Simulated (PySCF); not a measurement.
# C7H8N2: the cost of one run

Computed with PySCF 2.14.0 and routines of our own; the level stands in each step. Atoms count from 0.

1 further run of the same task is left out (for a known fault of the program).

## 1. The system as given

17 atoms, charge 1, multiplicity 2; geometry from: GFN2-xTB.

## 2. Open-shell or spin-flip excitations: unrestricted TDDFT CAM-B3LYP/def2-SVP

The job: settings as JSON, then the geometry in Å.

```
{"job": {"kind": "uabs", "xc": "CAM-B3LYP", "basis": "def2-SVP", "nstates": 10, "tda": false}, "charge": 1, "multiplicity": 2}
N      2.718775    -1.333094    -0.488523
C      2.034895    -0.432282     0.036291
C      0.568480    -0.305840     0.009247
C     -0.236496    -1.433841    -0.036936
C     -1.618484    -1.328887     0.073762
C     -2.220765    -0.071536     0.179999
C     -1.453511     1.064614     0.184080
C     -0.041274     0.987304     0.072097
N      0.671351     2.113447    -0.009635
H      2.321750    -2.130293    -0.970330
H      2.588351     0.352690     0.547732
H      0.215841    -2.413664    -0.074564
H     -2.220398    -2.223280     0.112444
H     -3.294949     0.002941     0.250626
H     -1.913735     2.040709     0.219650
H      0.212246     3.007833     0.088135
H      1.660925     2.115208    -0.203985
```

With the program's defaults for keys left out, this is: unrestricted TDDFT CAM-B3LYP/def2-SVP, vertical, gas phase, core orbitals frozen in the response.

Run with:

```bash
> OMP_NUM_THREADS=1 python excited_run.py task.json out
```

The driver reads the jobs from task.json and runs them one after another.

Q: Estimate the wall time and peak memory of this first job on 1 thread of Arm Neoverse V2, shared host.

About 75 s, with a peak of 0.74 GiB.
